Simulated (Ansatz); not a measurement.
# GaNHCl (triplet): from Hartree-Fock to the top rungs, cc-pVDZ

How much of the correlation energy of GaNHCl (triplet) does each wave-function method recover here?

Method: cc-pVDZ, core rule «outside noble gas», up to 20 orbitals frozen; program: Ansatz 0.2.0, Gaussian basis.

The runs, in order: UHF; CCSD(T) on ROHF; CCSD(T) on UHF; BCCD(T) on ROHF; CISD as a restricted active space (open shells left free, so some higher excitations enter); CCSDT(Q) on ROHF; CCSDT(Q) on UHF.

24 further runs of the same task are left out: 6 for a known fault of the program, 4 that didn't finish, 14 set aside as unsound or not needed. Runs told in other sessions of the task aren't counted.

**1. What is computed**

The geometry is a PBE0/def2-TZVP stationary point (not a proven minimum). No spin-orbit coupling is included. The filled d shell of Ga may be among the frozen orbitals whatever the setting's name suggests.

4 atoms, charge 0, spin multiplicity 3.

Atoms are counted from 1 here; the program's logs count them from 0.

Bond lengths: Cl1–Ga3 2.172 Å, N2–Ga3 1.943 Å, N2–H4 1.029 Å. Angles: Ga3–N2–H4 109.6°, Cl1–Ga3–N2 113.6°.

**2. UHF**

Contents of in.yaml:

```yaml
crystal:
  periodic: [false, false, false]
  atoms:
    - {symbol: Cl, position_ang: [0.000000, 0.334515, 1.618034]}
    - {symbol: N, position_ang: [0.000000, 1.033293, -1.756376]}
    - {symbol: Ga, position_ang: [0.000000, -0.386699, -0.430861]}
    - {symbol: H, position_ang: [0.000000, 0.624237, -2.700788]}
basis:
  gaussian: {orbitals: cc-pVDZ}
magnetization: {spin_polarized: true, initial_magnetization: 2}
hamiltonian: {xc: hf}
output: {orbitals: {seedname: orbitals}}
```

Command:

```
ansatz run in.yaml --threads 1 --pin off --events-out ev --progress --plain --max-ram 2393MiB
```

Further steps of the session: CCSD(T) on ROHF; CCSD(T) on UHF; BCCD(T) on ROHF; CISD as a restricted active space (open shells left free, so some higher excitations enter); CCSDT(Q) on ROHF; CCSDT(Q) on UHF.

Q: Predict the results of all the runs planned. Wanted: UCCSDT(Q) from the RHF energy; RMP2 from UCCSDT(Q); UMP2 from UCCSDT(Q); RCCSD from UCCSDT(Q); RCCSD(T) from UCCSDT(Q); UCCSD(T) from UCCSDT(Q); RCCSDT(Q) from UCCSDT(Q); T1 diagnostic.

**Answer**, as computed:

```
                         quantity                      value
    UCCSDT(Q) from the ROHF energy                 -9.8364 eV
              RMP2 from UCCSDT(Q)            +27.61 kcal/mol
              UMP2 from UCCSDT(Q)            +28.05 kcal/mol
             RCCSD from UCCSDT(Q)             +7.17 kcal/mol
          RCCSD(T) from UCCSDT(Q)             +1.44 kcal/mol
          UCCSD(T) from UCCSDT(Q)             +1.32 kcal/mol
         RCCSDT(Q) from UCCSDT(Q)             +0.19 kcal/mol
levels within 1 kcal/mol (43 meV)  RCCSDT, UCCSDT, RCCSDT(Q)
                    T1 diagnostic                      0.030
```

What this shows: RCCSD(T) misses by +1.44 kcal/mol, 0.6 % of the correlation energy. These misses are within one basis, not against nature; the frozen cores of restricted and unrestricted runs differ, which can shift their rows.
